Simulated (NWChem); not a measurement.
# CaH (SMILES [CaH]) at UHF/3-21G

What is the energy change on altering one bond length of CaH at UHF/3-21G? 

The calculation is run with NWChem 7.3.0.

9 further runs of the same task are left out: 9 set aside as unsound or not needed. Runs told in other sessions of the task aren't counted.

### 1 The molecule

CaH: 2 atoms, total charge 0, spin state doublet. SMILES: `[CaH]`. The coordinates come from a PBE0-D4/def2-TZVP relaxation.

Bond lengths: Ca1–H2 1.990 Å.

### 2 Energy and gradient at UHF/3-21G

Input file cah.nw:

```
start cah
memory stack 880 mb heap 220 mb global 1100 mb

geometry noautosym nocenter noautoz
  Ca       0.000000       0.000000       0.020040
  H        0.000000       0.000000       2.009840
end

basis spherical bse
  Ca library 3-21G
  H library 3-21G
end

scf
  nopen 1
  uhf
  thresh 1e-08
  maxiter 80
  print low
end

task scf gradient
```

Launch:

```console
$ nwchem cah.nw > cah.out
```

The log of the run, cut to the lines that bear on the results:

```text
[...]
  functions       =    19
[...]
  wavefunction    = UHF
[...]
         Total SCF energy =   -673.936214318048
      One electron energy =   -933.488295116952
      Two electron energy =    254.233181924648
 Nuclear repulsion energy =      5.318898874256
                       Sz =      0.5000
                 Sz(Sz+1) =      0.7500
                      S^2 =      0.7597
[...]
                         UHF ENERGY GRADIENTS
    atom               coordinates                        gradient
                 x          y          z           x          y          z
   1 Ca      0.000000   0.000000   0.037870    0.000000   0.000000   0.024775
   2 H       0.000000   0.000000   3.798047   -0.000000  -0.000000  -0.024775
 Task  times  cpu:        0.2s     wall:        0.2s
 Total times  cpu:        0.2s     wall:        0.2s
```

Wall time 0.7 s (1 thread of Intel Xeon 6975P-C (Granite Rapids), shared host); peak memory 0.1 GiB.

### 3 The distorted shape: the energy at UHF/3-21G

Input file cah.xyz:

```xyz
2
CaH hf
Ca     0.000000     0.000000    -0.974860
H      0.000000     0.000000     2.009840
```

Input file cah.nw:

```
start cah
title "CaH hf"
memory stack 880 mb heap 220 mb global 1100 mb

geometry units angstroms noautosym nocenter noautoz
  load cah.xyz
end

basis spherical bse
  Ca library 3-21G
  H library 3-21G
end

scf
  doublet
  uhf
  thresh 1e-08
  maxiter 80
  noprint "final vectors analysis"
end

task scf energy
```

Launch:

```console
$ nwchem cah.nw > cah.out
```

The log of the run:

```text
[...]
  functions       =    19
[...]
  wavefunction    = UHF
[...]
         Total SCF energy =   -673.915409433198
      One electron energy =   -929.688092598632
      Two electron energy =    252.226750582597
 Nuclear repulsion energy =      3.545932582837
                       Sz =      0.5000
                 Sz(Sz+1) =      0.7500
                      S^2 =      1.0005
[...]
```

Run time: 0.7 s. Hardware: 1 thread of Intel Xeon 6975P-C (Granite Rapids), shared host; peak memory 0.1 GiB.

### 4 Summary of results

Level: UHF/3-21G.

```
                                                          quantity          value
                                         first shape: total energy  -673.93621 Eh
                                                 first shape: ⟨S²⟩          0.760
                             first shape: largest force on an atom     1.274 eV/Å
                                     distorted shape: total energy  -673.91541 Eh
                                    distorted shape: dipole moment         2.04 D
                                             distorted shape: ⟨S²⟩          1.000
energy change with the Ca1–H2 bond stretched from 1.990 to 2.985 Å       0.566 eV
```

With the Ca1–H2 bond stretched from 1.990 to 2.985 Å the energy rises by 0.57 eV (54.6 kJ/mol). The first shape isn't relaxed at this level, so the change isn't measured from a minimum. The largest force (first shape) is 1.27 eV/Å: the shape isn't a stationary point for this species at this level. ⟨S²⟩ (distorted shape) is 1.00 where a pure doublet has 0.75: the reference is spin-contaminated.
